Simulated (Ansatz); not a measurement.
What does this script print? It uses Ansatz 0.2.0, Python API.

`tae_geh4ose.py`:
```python
from collections import Counter

import ansatz as az


def energy(molecule, charge=0, unpaired=0):
    calc = (
        molecule.calculation()
        .basis(gaussian="def2-SVPD")
        .correlation("ccsd_t")
    )
    if charge:
        calc = calc.charge(charge)
    if unpaired:
        calc = calc.spin("collinear", total=unpaired)
    report = calc.run(threads=1).report
    if report["published_state_doubts"]:
        print("  doubts:", report["published_state_doubts"])
    return report["free_energy_ev"]

GEOMETRY = """
O    -1.28650   -0.45260   -0.79360
Ge   -0.17900    0.55000    0.15940
Se    1.61550   -0.80400    0.76190
H    -1.53880   -1.13080   -0.20510
H     0.33660    1.74050   -0.70290
H    -0.87870    1.09970    1.43420
H     1.99220   -1.07080   -0.69960
"""


def main() -> None:
    molecule = az.Crystal.molecule()
    for line in GEOMETRY.strip().splitlines():
        symbol, *xyz = line.split()
        molecule = molecule.atom(symbol, [float(v) for v in xyz])

    unpaired = {"O": 2, "Ge": 2, "Se": 2, "H": 1}
    counts = Counter(site.symbol for site in molecule.cartesian_sites)
    atom_energy = {s: energy(az.Crystal.molecule().atom(s, (0, 0, 0)), 0, unpaired[s]) for s in counts}
    whole = energy(molecule, 0, 0)
    for s, e in atom_energy.items():
        print(f"{s:2s} x{counts[s]}  {e:14.5f} eV")
    print(f"GeH4OSe: {whole:.5f} eV")
    split = sum(counts[s] * e for s, e in atom_energy.items()) - whole
    print(f"atomisation energy (no zero-point term): {23.060548 * split:.1f} kcal/mol, {split / sum(counts.values()):.3f} eV an atom")


if __name__ == "__main__":
    main()
```

`python tae_geh4ose.py` gives:
```text
O  x1     -2036.76277 eV
Ge x1    -56470.21797 eV
Se x1    -65300.16373 eV
H  x4       -13.58606 eV
GeH4OSe: -123881.17847 eV
atomisation energy (no zero-point term): 454.1 kcal/mol, 2.813 eV an atom
```

454.1 kcal/mol from the electronic energies, without the zero-point term.

Reading the output:
- Total energies depend on the basis set; only differences at equal settings carry meaning.
- The geometry is a force-field or estimated start, not a minimum of this method, and the basis set is short of its limit. All parts are taken at fixed geometry, without zero-point energy.
- In double-zeta sets correlated atomisation energies come out some 10 to 15 % low.
- The spin-orbit lowering of heavy atoms is left out.
- It ran for 45 s on 1 thread of AMD EPYC 9B14 (Zen 4), on a shared host, peak memory 0.93 GiB.
